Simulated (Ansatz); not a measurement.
# ClH₄O₂Si₂ radical: small, medium and large basis sets

One table from this session's results is given with a row withheld; the runs are named, their logs left out.

Method: one geometry, several basis sets; program: Ansatz 0.2.0, Gaussian basis.

The runs, in order: PBE0-D4/def2-SVP; ωB97M-V/def2-SVP; PBE0-D4/def2-QZVPP; ωB97M-V/def2-QZVPP; the functionals' def2-TZVPP values are taken from earlier runs.

1 further run of the same task is left out (it didn't finish).

## The relaxed structure

The geometry comes from an earlier relaxation with PBE0-D4 in a triple-zeta def2 set; it is a stationary point, not always the lowest conformer.

SMILES `O[SiH][SiH](O)Cl`, 9 atoms, charge 0, spin multiplicity 2.

Atoms are counted from 1 here; the program's logs count them from 0.

Bond lengths: O1–Si2 1.654 Å, O1–H6 0.959 Å, Si2–Si3 2.331 Å, Si2–H7 1.496 Å, Si3–O4 1.639 Å, Si3–Cl5 2.069 Å, Si3–H8 1.485 Å, O4–H9 0.960 Å. Angles: Si2–O1–H6 117.7°, O1–Si2–Si3 110.0°, O1–Si2–H7 110.9°, Si3–Si2–H7 112.1°, Si2–Si3–O4 111.9°, Si2–Si3–Cl5 104.2°, Si2–Si3–H8 113.6°, O4–Si3–Cl5 111.0°, O4–Si3–H8 110.3°, Cl5–Si3–H8 105.5°, Si3–O4–H9 118.1°.

The first run:

Input file in.yaml:

```yaml
crystal:
  periodic: [false, false, false]
  atoms:
    - {symbol: O, position_ang: [-0.742183, 1.201629, -1.839515]}
    - {symbol: Si, position_ang: [0.642799, 0.738192, -1.062766]}
    - {symbol: Si, position_ang: [0.161817, -0.925710, 0.497707]}
    - {symbol: O, position_ang: [-0.966499, -0.439417, 1.582194]}
    - {symbol: Cl, position_ang: [1.973503, -1.290894, 1.426899]}
    - {symbol: H, position_ang: [-0.751531, 2.064724, -2.257035]}
    - {symbol: H, position_ang: [1.325716, 1.914733, -0.440071]}
    - {symbol: H, position_ang: [-0.235755, -2.217917, -0.115964]}
    - {symbol: H, position_ang: [-1.319366, -1.091540, 2.191550]}
basis:
  gaussian: {orbitals: def2-SVP}
magnetization: {spin_polarized: true, initial_magnetization: 1}
hamiltonian: {xc: pbe0, dispersion: d4}
output: {orbitals: {seedname: orbitals}}
```

Among the steps run: PBE0-D4 in def2-SVP; ωB97M-V in def2-SVP; PBE0-D4 in def2-QZVPP; ωB97M-V in def2-QZVPP.

One of the session's tables, all rows but one given; the rest of the session is left out.

It belongs to the step «Density functionals: the series». 

| functional | basis | HOMO (eV) | LUMO (eV) |
| --- | --- | --- | --- |
| PBE0-D4 | def2-SVP | -5.69 | -2.23 |
| PBE0-D4 | def2-TZVPP | ? | ? |
| PBE0-D4 | def2-QZVPP | -5.90 | -2.40 |
| ωB97M-V | def2-SVP | -7.41 | -0.51 |
| ωB97M-V | def2-TZVPP | -7.58 | -0.72 |
| ωB97M-V | def2-QZVPP | -7.64 | -0.82 |

Q: Estimate the row for PBE0-D4, def2-TZVPP from the others.

As computed: HOMO (eV): -5.85; LUMO (eV): -2.34. In the column «HOMO (eV)» it lies between PBE0-D4, def2-QZVPP (-5.90) and PBE0-D4, def2-SVP (-5.69).
